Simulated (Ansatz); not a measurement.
# CH5ClFGaSi: one species, many methods

How much do the methods differ for CH5ClFGaSi? The plan is to run it at one geometry with functionals of several rungs and with coupled cluster, and see how far each lands from CCSD(T) at the basis-set limit for the atomisation energy.

Program: Ansatz 0.2.0, Gaussian basis. Level of theory: functionals in def2-TZVPP, the program's frozen cores in correlated methods. These are calculated values, not measurements.

Plan: PBE-D4, r2SCAN-D4, PBE0-D4, B3LYP-D4, ωB97X-V, ωB97M-V, B2PLYP; CCSD(T)/def2-TZVPP; MP2/def2-QZVPP; extrapolation to the limit.

## (1) Structure used throughout

The geometry comes from an earlier relaxation with PBE0-D4 in a triple-zeta def2 set; it is a stationary point, not always the lowest conformer.

10 atoms, charge 0, spin multiplicity 1.

Atoms are counted from 1 here; the program's logs count them from 0.

Bond lengths: F1–C2 1.400 Å, C2–Ga3 1.998 Å, C2–Si4 1.873 Å, C2–H6 1.102 Å, Ga3–H7 1.568 Å, Ga3–H8 1.562 Å, Si4–Cl5 2.054 Å, Si4–H9 1.482 Å, Si4–H10 1.484 Å. Angles: F1–C2–Ga3 110.8°, F1–C2–Si4 110.7°, F1–C2–H6 107.8°, Ga3–C2–Si4 113.8°, Ga3–C2–H6 106.1°, Si4–C2–H6 107.3°, C2–Ga3–H7 118.3°, C2–Ga3–H8 118.4°, H7–Ga3–H8 123.4°, C2–Si4–Cl5 111.7°, C2–Si4–H9 110.8°, C2–Si4–H10 107.7°, Cl5–Si4–H9 107.5°, Cl5–Si4–H10 108.7°, H9–Si4–H10 110.6°.

## (2) PBE-D4 (GGA)

File in.yaml:

```yaml
crystal:
  periodic: [false, false, false]
  atoms:
    - {symbol: F, position_ang: [-1.453539, -0.904092, 0.926672]}
    - {symbol: C, position_ang: [-0.295724, -0.164965, 0.655272]}
    - {symbol: Ga, position_ang: [1.259823, -1.375940, 0.326940]}
    - {symbol: Si, position_ang: [-0.603146, 1.061568, -0.727078]}
    - {symbol: Cl, position_ang: [-2.117829, 2.367385, -0.259682]}
    - {symbol: H, position_ang: [-0.046401, 0.414251, 1.558484]}
    - {symbol: H, position_ang: [2.660777, -0.727673, 0.052019]}
    - {symbol: H, position_ang: [1.021682, -2.919403, 0.373795]}
    - {symbol: H, position_ang: [-0.988766, 0.361764, -1.975494]}
    - {symbol: H, position_ang: [0.646123, 1.836006, -0.928127]}
basis:
  gaussian: {orbitals: def2-TZVPP}
hamiltonian: {xc: pbe, dispersion: d4}
output: {forces: true, orbitals: {seedname: orbitals}}
```

On the command line:

```
$ ansatz run in.yaml --threads 4 --pin off --events-out ev --progress --plain --max-ram 10444MiB
```

Further steps of the session: r2SCAN-D4 (meta-GGA); PBE0-D4 (hybrid); B3LYP-D4 (hybrid); ωB97X-V (range-separated); ωB97M-V (range-separated); B2PLYP (double hybrid); CCSD(T) in def2-TZVPP; MP2 in def2-QZVPP.

Q: Predict the results of all the runs planned. Wanted: atomisation energy, CCSD(T)/CBS; farthest; mean size of error, hybrid; mean size of error, range-separated; gap, smallest and largest; T1 diagnostic; triples share of the correlation energy.

As calculated:

```
                               quantity                                         value
        atomisation energy, CCSD(T)/CBS                                     31.566 eV
    functionals within 0.316 eV (1.0 %)  PBE-D4, r2SCAN-D4, PBE0-D4, ωB97X-V, ωB97M-V
                               farthest                            B2PLYP (-0.652 eV)
             mean size of error, hybrid                                      0.313 eV
    mean size of error, range-separated                                      0.100 eV
              gap, smallest and largest          3.69 eV (PBE-D4), 10.03 eV (ωB97X-V)
                          T1 diagnostic                                        0.0122
triples share of the correlation energy                                         3.7 %
```

What this shows: PBE-D4 is off by +0.149 eV. Double hybrids carry the basis error of their MP2 part in triple zeta, and no dispersion term here, so their miss is partly the set-up's. Misses under about 0.316 eV are within the doubt on the reference itself, which lacks core-valence correlation, relativity and higher excitations, and its outer-core shells are covered unevenly. Hartree-Fock recovers 73 % of the binding; the rest is correlation. The gap grows from 3.7 to 10.0 eV across the functionals, mostly with the share of exact exchange. Correlated methods include outer-core shells of Ga, which these sets cover unevenly.
